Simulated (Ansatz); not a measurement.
**InH₂− (singlet): from Hartree-Fock to the top rungs at distance In1–H3 = 3.543 Å, def2-SVPD**

Aim: climb from Hartree-Fock through coupled cluster and multireference methods for InH₂− (singlet) at one geometry and basis, and see what each rung misses.

The runs use Ansatz 0.2.0, Gaussian basis; def2-SVPD, core rule «outside noble gas», up to 9 orbitals frozen.

The runs, in order: UHF; CCSD(T) on RHF; CCSD(T) on UHF; BCCD(T) on RHF; CISD; CCSDT(Q) on RHF; CCSDT(Q) on UHF; CCSDTQ on RHF; CCSDTQ on UHF; CASSCF and MRCISD+Q, 2 electrons in 2 orbitals; CASSCF and NEVPT2, 2 electrons in 2 orbitals; CASSCF and MRCISD+Q, 6 electrons in 6 orbitals; CASSCF and NEVPT2, 6 electrons in 6 orbitals; Full CI.

**1. The geometry**

The geometry derives from a PBE0/def2-TZVPD stationary point (not a proven minimum). One bond is set to the value named and the two fragments are kept rigid. No spin-orbit coupling is included. Elements past krypton take def2 core potentials.

3 atoms, charge -1, spin multiplicity 1.

Atoms are counted from 1 here; the program's logs count them from 0.

Bond lengths: In1–H2 1.886 Å.

Geometry (Å):

```csv
atom,x (Å),y (Å),z (Å)
In1,0.0000,-0.0323,-0.0103
H2,0.0000,1.2696,-1.3751
H3,0.0000,2.4132,2.5533
```

**2. UHF**

The input, in.yaml:

```yaml
crystal:
  periodic: [false, false, false]
  atoms:
    - {symbol: In, position_ang: [0.000000, -0.032330, -0.010343]}
    - {symbol: H, position_ang: [0.000000, 1.269590, -1.375139]}
    - {symbol: H, position_ang: [0.000000, 2.413195, 2.553299]}
basis:
  gaussian: {orbitals: def2-SVPD}
total_charge: -1
magnetization: {spin_polarized: true, initial_magnetization: 0}
hamiltonian: {xc: hf}
output: {orbitals: {seedname: orbitals}}
```

Command:

```sh
$ ansatz run in.yaml --threads 1 --pin off --events-out ev --progress --plain --max-ram 4096MiB --backend cpu
```

The runs that follow: CCSD(T) on RHF; CCSD(T) on UHF; BCCD(T) on RHF; CISD; CCSDT(Q) on RHF; CCSDT(Q) on UHF; CCSDTQ on RHF; CCSDTQ on UHF; CASSCF and MRCISD+Q, 2 electrons in 2 orbitals; CASSCF and NEVPT2, 2 electrons in 2 orbitals; CASSCF and MRCISD+Q, 6 electrons in 6 orbitals; CASSCF and NEVPT2, 6 electrons in 6 orbitals; Full CI.

Before running them: what should the planned runs give, taken together? Wanted: FCI from the RHF energy; RMP2 from FCI; UMP2 from FCI; RCCSD from FCI; RCCSD(T) from FCI; UCCSD(T) from FCI; RCCSDT(Q) from FCI; UCCSDT(Q) from FCI; NEVPT2 pair from FCI.

**Answer**, as computed:

| quantity | value |
| --- | --- |
| FCI from the RHF energy | -2.9778 eV |
| RMP2 from FCI | +88.4 kJ/mol |
| UMP2 from FCI | +107.2 kJ/mol |
| RCCSD from FCI | +8.9 kJ/mol |
| RCCSD(T) from FCI | +2.5 kJ/mol |
| UCCSD(T) from FCI | +3.9 kJ/mol |
| RCCSDT(Q) from FCI | 0.0 kJ/mol |
| UCCSDT(Q) from FCI | +0.3 kJ/mol |
| NEVPT2 pair from FCI | +70.8 kJ/mol |
| MRCISD+Q pair from FCI | -3.4 kJ/mol |
| NEVPT2 valence from FCI | +57.0 kJ/mol |
| levels within 1 kcal/mol (43 meV) | RCCSD(T), UCCSD(T), BCCD(T), RCCSDT, UCCSDT, RCCSDT(Q), UCCSDT(Q), RCCSDTQ, UCCSDTQ, MRCISD+Q pair, MRCISD+Q valence |
| T1 diagnostic | 0.041 |
| effectively unpaired electrons | 0.19 |

RCCSD(T) misses by +2.5 kJ/mol, 0.9 % of the correlation energy. MRCISD+Q pair falls below full CI: the +Q correction isn't variational, and the cores differ from full CI's. The occupations are near whole numbers, but T1 = 0.041 shows that the orbitals relax strongly. Of the multireference levels listed MRCISD+Q valence comes nearest in total energy (+0.6 kJ/mol), which doesn't show that its space is the better one. These misses are within one basis, not against nature.
